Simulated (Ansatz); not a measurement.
Runs of Ansatz 0.2.0 on Fe. The cell holds a sheet with vacuum, 1 atom: a = 2.311 Å, b = 2.311 Å, c = 23.800 Å, α = 90.00°, β = 90.00°, γ = 90.00°. The cell was built by a generator and needn't be a form met in nature.

```tsv
task	level	gap on the mesh (eV)	moment (μB)	work function (eV)
single point	PBEsol	none	(a)	4.81
work function	PBE	none	2.74	4.69
single point	LDA	none	2.71	5.13
projected density of states	PBE	-	2.74	4.69
work function	LDA	none	2.71	5.13
```

Alike in all rows: potentials or basis all-electron LAPW, scalar-relativistic; spin collinear, ferromagnetic start; cell as given; k mesh 11 × 11 × 1; cutoff (eV) 336; smearing fermi-dirac 0.05 eV; basis error allowed 0.002 eV/atom.

**Question.** Fill in the values left out.

**Answer.** (a) 2.75.

A gap of «none» marks a metal or a gap under the smearing width.
